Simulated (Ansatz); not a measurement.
**SnTe: the cell at several levels of theory**

An exercise on one series of results from a longer session: the logs are not shown, and one member is left open.

The COD entry's cell or inner coordinates are ideal or old and differ from later refinements, so a difference from it is no clean test against experiment.

Program: Ansatz 0.2.0. PAW datasets, plane waves, zero pressure. Calculated at 0 K for a non-magnetic cell.

### Starting point

The symmetry is Fm-3m (No. 225, cubic); a = 6.302 Å in the conventional setting, 31.28 Å³ an atom. Near Sn stand 6 Te at 3.15 Å; near Te stand 6 Sn at 3.15 Å.

Structure file:

```cif
data_structure
_symmetry_space_group_name_H-M 'P 1'
_symmetry_Int_Tables_number 1
_cell_length_a 4.4560
_cell_length_b 4.4560
_cell_length_c 4.4560
_cell_angle_alpha 60.000
_cell_angle_beta 60.000
_cell_angle_gamma 60.000
_cell_volume 62.56
loop_
_atom_site_label
_atom_site_type_symbol
_atom_site_fract_x
_atom_site_fract_y
_atom_site_fract_z
_atom_site_occupancy
Sn1 Sn 0.00000 0.00000 0.00000 1
Te1 Te 0.50000 0.50000 0.50000 1
```

The first run:

input.yaml

```yaml
crystal:
  lattice:
    - [0.0, 3.15085, 3.15085]
    - [3.15085, 0.0, 3.15085]
    - [3.15085, 3.15085, 0.0]
  atoms:
    - { symbol: Sn, position: [0.0, 0.0, 0.0] }
    - { symbol: Te, position: [0.5, 0.5, 0.5] }
kpoints:
  mp_grid: { grid: [6, 6, 6] }
hamiltonian:
  xc: pbe
scf:
  occupations: { method: fermi_dirac, width: 0.02 }
relax:
  f_tol: 0.005
  cell: {}
```

Run with:

```sh
$ ansatz run input.yaml --threads 2 --pin off --max-ram 2211MiB --backend cpu --events-out ev --progress --plain --runs-dir out
```

Steps of the session up to this table: Relaxation with PBE; Relaxation with r2SCAN; Relaxing with PBEsol; LDA: cell and atoms; Relaxation with HSE06.

One of the session's tables, all rows but one given; the rest of the session is left out.

| level | a (Å) | volume (Å³/atom) |
| --- | --- | --- |
| PBE | 6.414 | 32.989 |
| r2SCAN | 6.379 | 32.442 |
| PBEsol | 6.286 | 31.043 |
| LDA | ? | ? |
| HSE06 | 6.364 | 32.224 |

Estimate the missing values for LDA.

The run gave: a (Å): 6.234; volume (Å³/atom): 30.290. In the column «a (Å)» it is the lowest.

Caveats from the session: The calculation is for a static lattice, without the thermal expansion and zero-point motion that a deposited cell holds.
